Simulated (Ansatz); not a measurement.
# C₆H₈BN: basis-set convergence

Aim: see how fast density functionals converge with the basis set for C₆H₈BN.

Method: one geometry, several basis sets; program: Ansatz 0.2.0, Gaussian basis.

Plan: PBE0-D4/def2-SVP; ωB97M-V/def2-SVP; PBE0-D4/def2-QZVPP; ωB97M-V/def2-QZVPP; the functionals' def2-TZVPP values are taken from earlier runs.

1 further run of the same task is left out (it didn't finish). Runs told in other sessions of the task aren't counted.

### Step 1. The geometry

All runs share one geometry, relaxed beforehand with PBE0-D4 in a triple-zeta def2 set.

SMILES `BNc1ccccc1`, 16 atoms, charge 0, spin multiplicity 1.

Atoms are counted from 1 here; the program's logs count them from 0.

Bond lengths: B1–N2 1.394 Å, B1–H9 1.195 Å, B1–H10 1.193 Å, N2–C3 1.404 Å, N2–H11 1.009 Å, C3–C4 1.392 Å, C3–C8 1.392 Å, C4–C5 1.384 Å, C4–H12 1.082 Å, C5–C6 1.388 Å, C5–H13 1.084 Å, C6–C7 1.386 Å, C6–H14 1.083 Å, C7–C8 1.385 Å, C7–H15 1.084 Å, C8–H16 1.086 Å. Angles: N2–B1–H9 117.3°, N2–B1–H10 120.9°, H9–B1–H10 121.7°, B1–N2–C3 130.7°, B1–N2–H11 117.3°, C3–N2–H11 112.0°, N2–C3–C4 122.1°, N2–C3–C8 118.9°, C4–C3–C8 119.0°, C3–C4–C5 120.0°, C3–C4–H12 119.8°, C5–C4–H12 120.2°, C4–C5–C6 120.9°, C4–C5–H13 119.1°, C6–C5–H13 119.9°, C5–C6–C7 119.1°, C5–C6–H14 120.4°, C7–C6–H14 120.5° and more.

### Step 2. PBE0-D4 in def2-SVP

in.yaml reads:

```yaml
crystal:
  periodic: [false, false, false]
  atoms:
    - {symbol: B, position_ang: [2.426685, -0.153816, 1.561337]}
    - {symbol: N, position_ang: [1.076578, -0.471729, 1.422949]}
    - {symbol: C, position_ang: [0.165689, -0.171009, 0.397536]}
    - {symbol: C, position_ang: [0.534986, 0.554559, -0.732082]}
    - {symbol: C, position_ang: [-0.399111, 0.826118, -1.716180]}
    - {symbol: C, position_ang: [-1.709674, 0.384494, -1.597457]}
    - {symbol: C, position_ang: [-2.078524, -0.337741, -0.473966]}
    - {symbol: C, position_ang: [-1.149202, -0.613246, 0.515171]}
    - {symbol: H, position_ang: [2.981449, -0.534454, 2.549140]}
    - {symbol: H, position_ang: [2.998630, 0.472993, 0.722302]}
    - {symbol: H, position_ang: [0.648111, -1.005619, 2.164440]}
    - {symbol: H, position_ang: [1.553382, 0.904345, -0.837071]}
    - {symbol: H, position_ang: [-0.096087, 1.392188, -2.589742]}
    - {symbol: H, position_ang: [-2.434187, 0.601643, -2.372927]}
    - {symbol: H, position_ang: [-3.097053, -0.691536, -0.362476]}
    - {symbol: H, position_ang: [-1.444575, -1.179687, 1.393323]}
basis:
  gaussian: {orbitals: def2-SVP}
hamiltonian: {xc: pbe0, dispersion: d4}
output: {orbitals: {seedname: orbitals}}
```

Started as:

```bash
$ ansatz run in.yaml --threads 4 --pin off --events-out ev --progress --plain --max-ram 11315MiB
```

Further steps of the session: ωB97M-V in def2-SVP; PBE0-D4 in def2-QZVPP; ωB97M-V in def2-QZVPP.

Before running them: what should the planned runs give, taken together? Wanted: PBE0-D4: double and triple zeta above quadruple; ωB97M-V: double and triple zeta above quadruple.

The runs gave:

| quantity | value |
| --- | --- |
| PBE0-D4: double and triple zeta above quadruple | 9.51, 0.45 eV |
| ωB97M-V: double and triple zeta above quadruple | 9.89, 0.42 eV |

In words: For PBE0-D4 the step from double to triple zeta gains 9.06 eV and the next only 0.45 eV. Total energies overstate the basis error of differences, where much of it tends to cancel.
